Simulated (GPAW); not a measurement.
# WAu (F-43m) in GPAW: convergence with smearing function

Aim: find how far smearing function must go before the results for WAu settle, at RPBE. This setting moves, with any that are tied to it; all else stays.

Program: GPAW 26.7.0. These are calculated values, not measurements. Logs are shortened: lines on timing, memory, paths and dates and some standing lists are left out, and cuts for length are marked. The log counts tension as positive stress, the text compression.

## 1. The structure

The structure is cubic, space group F-43m (No. 216). The conventional cell has a = 5.818 Å, b = 5.818 Å, c = 5.818 Å, α = 90.00°, β = 90.00°, γ = 90.00°. W (site symmetry -43m) has 4 Au at 2.52 Å as nearest neighbours. Au (site symmetry -43m) has 4 W at 2.52 Å as nearest neighbours.

The cell was built by a generator and needn't be a form met in nature.

## 2. With smearing function fermi-dirac

Input file run.py:

```python
from ase.dft.bandgap import bandgap
from ase.io import read, write
from ase.units import GPa
from gpaw import GPAW, PW

atoms = read('WAu.xyz')

calc = GPAW(mode=PW(600),
            xc='RPBE',
            kpts={'size': (8, 8, 8), 'gamma': True},
            occupations={'name': 'fermi-dirac', 'width': 0.1},
            nbands=25,
            convergence={'density': 1e-05, 'energy': 1e-05},
            maxiter=100,
            txt='gpaw.txt')
atoms.calc = calc
energy = atoms.get_potential_energy()
forces = atoms.get_forces()
stress = atoms.get_stress()
calc.write('gs.gpw')
write('result.traj', atoms)
print(f'Energy: {energy:.6f} eV')
print('Forces (eV/A):')
print(forces.round(4))
print('Stress (GPa):', (stress / GPa).round(3))
print('Fermi level:', round(calc.get_fermi_level(), 4), 'eV')
print(f'Gap: {bandgap(calc)[0]:.4f} eV, direct: {bandgap(calc, direct=True)[0]:.4f} eV')
```

Input file WAu.xyz:

```xyz
2
Lattice="0.0000000000 2.9092100000 2.9092100000 2.9092100000 0.0000000000 2.9092100000 2.9092100000 2.9092100000 0.0000000000" Properties=species:S:1:pos:R:3 pbc="T T T"
W      0.0000000000      0.0000000000      0.0000000000
Au     4.3638150000      4.3638150000      4.3638150000
```

Potentials or basis: the program's PAW data sets (release 1.2.1) made for this functional, pw.

Started as:

```sh
$ OMP_NUM_THREADS=1 python run.py
```

Wall time 24 s (1 thread of Arm Neoverse V2, shared host); peak memory 0.17 GiB.

Results (log left out):

```yaml
Free_energy: -9.7860 eV
Pressure: 3.3 GPa
Band_gap_on_the_k_mesh: none (metal or under the smearing width)
```

## 3. With smearing function gaussian

run.py: that of step 2 with these lines changed.

```diff
@@ -10,3 +10,3 @@
             kpts={'size': (8, 8, 8), 'gamma': True},
-            occupations={'name': 'fermi-dirac', 'width': 0.1},
+            occupations={'name': 'methfessel-paxton', 'order': 0, 'width': 0.1},
             nbands=25,
```

WAu.xyz is that of step 2.

Potentials or basis: the program's PAW data sets (release 1.2.1) made for this functional, pw.

Started as:

```sh
$ OMP_NUM_THREADS=1 python run.py
```

Wall time 23 s (1 thread of Arm Neoverse V2, shared host); peak memory 0.17 GiB.

Results (log left out):

```yaml
Free_energy: -9.7546 eV
Pressure: 3.2 GPa
Band_gap_on_the_k_mesh: none (metal or under the smearing width)
```

## 4. With smearing function marzari-vanderbilt

run.py: that of step 3 with these lines changed.

```diff
@@ -10,3 +10,3 @@
             kpts={'size': (8, 8, 8), 'gamma': True},
-            occupations={'name': 'methfessel-paxton', 'order': 0, 'width': 0.1},
+            occupations={'name': 'marzari-vanderbilt', 'width': 0.1},
             nbands=25,
```

WAu.xyz is that of step 3.

Started as:

```sh
$ OMP_NUM_THREADS=1 python run.py
```

Run time: 23 s. Hardware: 1 thread of Arm Neoverse V2, shared host; peak memory 0.17 GiB.

Results (log left out):

```
Free energy            : -9.7462 eV
Pressure               : 3.2 GPa
Band gap on the k mesh : none (metal or under the smearing width)
```

## 5. With smearing function methfessel-paxton

run.py: that of step 4 with these lines changed.

```diff
@@ -10,3 +10,3 @@
             kpts={'size': (8, 8, 8), 'gamma': True},
-            occupations={'name': 'marzari-vanderbilt', 'width': 0.1},
+            occupations={'name': 'methfessel-paxton', 'width': 0.1, 'order': 1},
             nbands=25,
```

WAu.xyz is that of step 4.

Started as:

```sh
$ OMP_NUM_THREADS=1 python run.py
```

Run time: 23 s. Hardware: 1 thread of Arm Neoverse V2, shared host; peak memory 0.17 GiB.

The run converged. Its results:

- Free energy: -9.7481 eV
- Pressure: 3.2 GPa
- Band gap on the k mesh: none (metal or under the smearing width)

## 6. With smearing function tetrahedron-method

run.py: that of step 5 with these lines changed.

```diff
@@ -10,3 +10,3 @@
             kpts={'size': (8, 8, 8), 'gamma': True},
-            occupations={'name': 'methfessel-paxton', 'width': 0.1, 'order': 1},
+            occupations={'name': 'tetrahedron-method'},
             nbands=25,
```

WAu.xyz is that of step 5.

Potentials or basis: the program's PAW data sets (release 1.2.1) made for this functional, pw.

Started as:

```sh
$ OMP_NUM_THREADS=1 python run.py
```

It took 23 s on 1 thread of Arm Neoverse V2, shared host; peak memory 0.17 GiB.

It converged, with:

| Quantity | Value |
| --- | --- |
| Free energy | -9.7027 eV |
| Pressure | 3.4 GPa |
| Band gap on the k mesh | none (metal or under the smearing width) |

## 7. With smearing function improved-tetrahedron-method

run.py: that of step 6 with these lines changed.

```diff
@@ -10,3 +10,3 @@
             kpts={'size': (8, 8, 8), 'gamma': True},
-            occupations={'name': 'tetrahedron-method'},
+            occupations={'name': 'improved-tetrahedron-method'},
             nbands=25,
```

WAu.xyz is that of step 6.

Potentials or basis: the program's PAW data sets (release 1.2.1) made for this functional, pw.

Started as:

```sh
$ OMP_NUM_THREADS=1 python run.py
```

gpaw.txt:

```text
__  _  _
 | _ |_)|_||  |
 |__||  | ||/\| - 26.7.0

Input parameters:
  mode=PW(ecut=600.0),
  convergence={'density': 1e-05, 'energy': 1e-05},
  kpts=MonkhorstPack(size=(8, 8, 8), gamma=True),
  maxiter=100,
  nbands=25,
  occupations=Occupations(name='improved-tetrahedron-method'),
  xc=XC(name='RPBE')

Diagonalizing LCAO Hamiltonian
Converting LCAO to pw mode

                     Au

       W

Atoms  # Å, Bohr magnetons
|   | symbol |        x |        y |        z |    initial magnetic moments |
|---|--------|----------|----------|----------|-----------------------------|
| 0 |      W | 0.000000 | 0.000000 | 0.000000 | ( 0.0000,  0.0000,  0.0000) |
| 1 |     Au | 4.363815 | 4.363815 | 4.363815 | ( 0.0000,  0.0000,  0.0000) |

Unit cell  # Å
| periodic |        x |        y |        z |  lengths |    angles |
|----------|----------|----------|----------|----------|-----------|
|      yes | 0.000000 | 2.909210 | 2.909210 | 4.114244 | 60.000000 |
|      yes | 2.909210 | 0.000000 | 2.909210 | 4.114244 | 60.000000 |
|      yes | 2.909210 | 2.909210 | 0.000000 | 4.114244 | 60.000000 |

Number of symmetries: 24
Symmetry operations  # r_c * U_cc + t_c -> r_c
|    | kind |            matrix            |
|----|------|------------------------------|
|  0 |  E   |  1, 0, 0,  0, 1, 0,  0, 0, 1 |
|  1 |  σ   |  1, 0, 0,  0, 0, 1,  0, 1, 0 |
|  2 |  σ   |  1, 0,-1,  0, 1,-1,  0, 0,-1 |
|  3 |  C3  |  1, 0,-1,  0, 0,-1,  0, 1,-1 |
|  4 |  C3  |  1,-1, 0,  0,-1, 1,  0,-1, 0 |
|  5 |  σ   |  1,-1, 0,  0,-1, 0,  0,-1, 1 |
|  6 |  σ   |  0, 1, 0,  1, 0, 0,  0, 0, 1 |
|  7 |  C3  |  0, 1, 0,  0, 0, 1,  1, 0, 0 |
|  8 |  C2  |  0, 1,-1,  1, 0,-1,  0, 0,-1 |
|  9 |  S4  |  0, 1,-1,  0, 0,-1,  1, 0,-1 |
| 10 |  C3  |  0, 0, 1,  1, 0, 0,  0, 1, 0 |
| 11 |  σ   |  0, 0, 1,  0, 1, 0,  1, 0, 0 |
| 12 |  S4  |  0, 0,-1,  1, 0,-1,  0, 1,-1 |
| 13 |  C3  |  0, 0,-1,  0, 1,-1,  1, 0,-1 |
| 14 |  S4  |  0,-1, 1,  1,-1, 0,  0,-1, 0 |
| 15 |  C2  |  0,-1, 1,  0,-1, 0,  1,-1, 0 |
| 16 |  C3  |  0,-1, 0,  1,-1, 0,  0,-1, 1 |
| 17 |  S4  |  0,-1, 0,  0,-1, 1,  1,-1, 0 |
| 18 |  S4  | -1, 1, 0, -1, 0, 1, -1, 0, 0 |
| 19 |  C3  | -1, 1, 0, -1, 0, 0, -1, 0, 1 |
| 20 |  C3  | -1, 0, 1, -1, 1, 0, -1, 0, 0 |
| 21 |  S4  | -1, 0, 1, -1, 0, 0, -1, 1, 0 |
| 22 |  σ   | -1, 0, 0, -1, 1, 0, -1, 0, 1 |
| 23 |  C2  | -1, 0, 0, -1, 0, 1, -1, 1, 0 |

BZ-sampling:
[... 91 lines left out ...]
    |    p |        |      26.419 |    1.323 |
    |    d |        |      20.388 |    1.323 |

    Using partial waves for Au as LCAO basis

Reference energy: -955397.865929  # eV

eigensolver:
  PPCG
  Converge bands: occupied
  niter=2

density mixing:
  MSR1-Mixer
  Pratt-step length: 0.05
  Maximum mixing coefficient: 0.75
  Old densities: 10
  SVD Regularization: 0.005
  Good broyden scale: 1.0
  Trust region scale: 1.0
  Backstep threshold: 4.0
  History deletion threshold: 6.0
  Fourier metric: weight=20.0, sigma=0.015

occupation numbers:
  TetrahedronMethod(rcell=[[-0.1718679641552174, 0.1718679641552174, 0.1718679641552174], [0.1718679641552174, -0.1718679641552174, 0.1718679641552174], [0.1718679641552174, 0.1718679641552174, -0.1718679641552174]], size=[8, 8, 8], bz2ibzmap=[15, 14, 13, 12, 25, 11, 10, 23, 14, 9, 8, 13, 21, 19, 7, 22, 13, 8, 9, 14, 22, 7, 19, 21, 12, 13, 14, 15, 23, 10, 11, 25, 25, 21, 22, 23, 27, 18, 19, 20, 11, 19, 7, 10, 18, 10, 7, 19, 10, 7, 19, 11, 19, 7, 10, 18, 23, 22, 21, 25, 20, 19, 18, 27, 14, 9, 8, 13, 21, 19, 7, 22, 9, 6, 5, 4, 13, 26, 10, 17, 8, 5, 3, 5, 8, 22, 18, 22, 13, 4, 5, 6, 9, 17, 10, 26, 21, 13, 8, 9, 14, 22, 7, 19, 19, 26, 22, 17, 22, 26, 19, 16, 7, 10, 18, 10, 7, 19, 11, 19, 22, 17, 22, 26, 19, 16, 19, 26, 13, 8, 9, 14, 22, 7, 19, 21, 8, 5, 3, 5, 8, 22, 18, 22, 9, 3, 2, 1, 5, 14, 27, 23, 14, 5, 1, 2, 3, 9, 23, 27, 22, 8, 5, 3, 5, 8, 22, 18, 7, 22, 14, 9, 8, 13, 21, 19, 19, 18, 27, 23, 22, 21, 25, 20, 21, 22, 23, 27, 18, 19, 20, 25, 12, 13, 14, 15, 23, 10, 11, 25, 13, 4, 5, 6, 9, 17, 10, 26, 14, 5, 1, 2, 3, 9, 23, 27, 15, 6, 2, 0, 2, 6, 15, 28, 23, 9, 3, 2, 1, 5, 14, 27, 10, 17, 9, 6, 5, 4, 13, 26, 11, 10, 23, 15, 14, 13, 12, 25, 25, 26, 27, 28, 27, 26, 25, 24, 25, 21, 22, 23, 27, 18, 19, 20, 21, 13, 8, 9, 14, 22, 7, 19, 22, 8, 5, 3, 5, 8, 22, 18, 23, 9, 3, 2, 1, 5, 14, 27, 27, 14, 5, 1, 2, 3, 9, 23, 18, 22, 8, 5, 3, 5, 8, 22, 19, 7, 22, 14, 9, 8, 13, 21, 20, 19, 18, 27, 23, 22, 21, 25, 11, 19, 7, 10, 18, 10, 7, 19, 19, 26, 22, 17, 22, 26, 19, 16, 7, 22, 14, 9, 8, 13, 21, 19, 10, 17, 9, 6, 5, 4, 13, 26, 18, 22, 8, 5, 3, 5, 8, 22, 10, 26, 13, 4, 5, 6, 9, 17, 7, 19, 21, 13, 8, 9, 14, 22, 19, 16, 19, 26, 22, 17, 22, 26, 10, 7, 19, 11, 19, 7, 10, 18, 7, 10, 18, 10, 7, 19, 11, 19, 19, 18, 27, 23, 22, 21, 25, 20, 11, 10, 23, 15, 14, 13, 12, 25, 19, 7, 22, 14, 9, 8, 13, 21, 7, 19, 21, 13, 8, 9, 14, 22, 10, 11, 25, 12, 13, 14, 15, 23, 18, 19, 20, 25, 21, 22, 23, 27, 23, 22, 21, 25, 20, 19, 18, 27, 22, 17, 22, 26, 19, 16, 19, 26, 21, 22, 23, 27, 18, 19, 20, 25, 25, 26, 27, 28, 27, 26, 25, 24, 20, 19, 18, 27, 23, 22, 21, 25, 19, 16, 19, 26, 22, 17, 22, 26, 18, 19, 20, 25, 21, 22, 23, 27, 27, 26, 25, 24, 25, 26, 27, 28], parallel_layout=<1x1x1>)

poisson solver:
  ecut: 4800.0  # eV

xc functional:
  name: RPBE with 2 nearest neighbor stencil

convergence criteria:
- Maximum integral of absolute [dens]ity change: 1e-05 electrons / valence electron
- Maximum [total energy] change in last 3 cyles: 1e-05 eV / valence electron
- Maximum integral of absolute [eigenst]ate change: 4e-08 eV^2 / valence electron
maximum number of iterations: 100

SCF iterations
|iter     | |      energy | eigst |  dens |
|---------|-|-------------|-------|-------|
|iter:   1| |  -11.409907 | -0.17 |       |
|iter:   2| |  -10.785743 | -2.29 | -0.97 |
|iter:   3| |   -9.844180 | -1.76 | -1.06 |
|iter:   4| |   -9.761221 | -2.54 | -1.44 |
|iter:   5| |   -9.754593 | -3.44 | -1.86 |
|iter:   6| |   -9.754442 | -4.03 | -2.39 |
|iter:   7| |   -9.754481c| -5.46 | -3.08 |
|iter:   8| |   -9.754484c| -5.97 | -3.51 |
|iter:   9| |   -9.754483c| -8.14c| -4.46 |
|iter:  10| |   -9.754482c| -7.68c| -4.72 |
|iter:  11| |   -9.754481c| -8.46c| -5.64c|

Converged in 11 steps
Energy contributions relative to reference atoms: (reference = -955397.865929)

Energy contributions:
  Kinetic:         -23.228203
  Coulomb:          17.668475
  Zero:              0.271643
  External:          0.000000
  Xc:               -4.466397
  Entropy:           0.000000
  Spinorbit:         0.000000
  ----------------------------
  Free energy:      -9.754481
  Extrapolated:     -9.754481

dipole moment: (-17.301123, -17.301123, -17.301123)  # |e|*Ang

Fermi level: 6.936
Eigenvalues  # (at kpt = [0.000, 0.000, 0.000])
| band index |      eig [eV] | occ [0-2] |
|------------|---------------|-----------|
|          0 |       -67.213 |     2.000 |
|        ... |               |           |
|          5 |         1.189 |     2.000 |
|          6 |         1.189 |     2.000 |
|          7 |         1.311 |     2.000 |
|          8 |         1.311 |     2.000 |
|          9 |         1.311 |     2.000 |
|         10 |         6.207 |     2.000 |
[... 8 lines left out ...]
|         19 |        18.259 |     0.000 |
|         20 |        19.021 |     0.000 |
|        ... |               |           |
|         24 |        20.417 |     0.000 |

No gap
No difference between direct/indirect transitions

Forces  # eV/Ang
|       x |        y |        z |
|---------|----------|----------|
| 0.00000 | -0.00000 | -0.00000 |  # W    0
| 0.00000 | -0.00000 |  0.00000 |  # Au   1

Stress tensor  # eV/Ang^3
|         x |         y |         z |
|-----------|-----------|-----------|
| -0.019958 | -0.000000 |  0.000000 |
| -0.000000 | -0.019958 |  0.000000 |
|  0.000000 |  0.000000 | -0.019958 |

# Writing to gs.gpw (mode='')
```

stdout:

```text
Energy: -9.754481 eV
Forces (eV/A):
[[ 0. -0. -0.]
 [ 0. -0.  0.]]
Stress (GPa): [-3.198 -3.198 -3.198  0.     0.    -0.   ]
Fermi level: 6.9363 eV
Gap: 0.0000 eV, direct: 0.0000 eV
```

Run time: 24 s. Hardware: 1 thread of Arm Neoverse V2, shared host; peak memory 0.17 GiB.

What came out:

* Free energy: -9.7545 eV
* Pressure: 3.2 GPa
* Band gap on the k mesh: none (metal or under the smearing width)

## 8. Summary

```csv
smearing function,"energy less the tightest run, at zero smearing (meV/atom)",pressure (GPa),SCF cycles,CPU time (s),peak memory (GiB)
fermi-dirac,1.95,3.31,11,24,0.17
gaussian,2.98,3.22,11,23,0.17
marzari-vanderbilt,4.17,3.20,11,23,0.17
methfessel-paxton,3.20,3.19,11,23,0.17
tetrahedron-method,25.91,3.38,11,23,0.17
improved-tetrahedron-method,0.00,3.20,11,24,0.17
```

Not settled before the last step: the energy (to 1 meV/atom), the pressure (to 0.1 GPa). Narrower smearing needs a denser k mesh, so at a fixed mesh the narrowest width isn't the most accurate. The tightest run that finished is the yardstick and may itself not be fully converged.

Caveats: with this Au data set, volumes or pressures lay over 1.5 % or 2 GPa off other programs in two to four cells of ten.
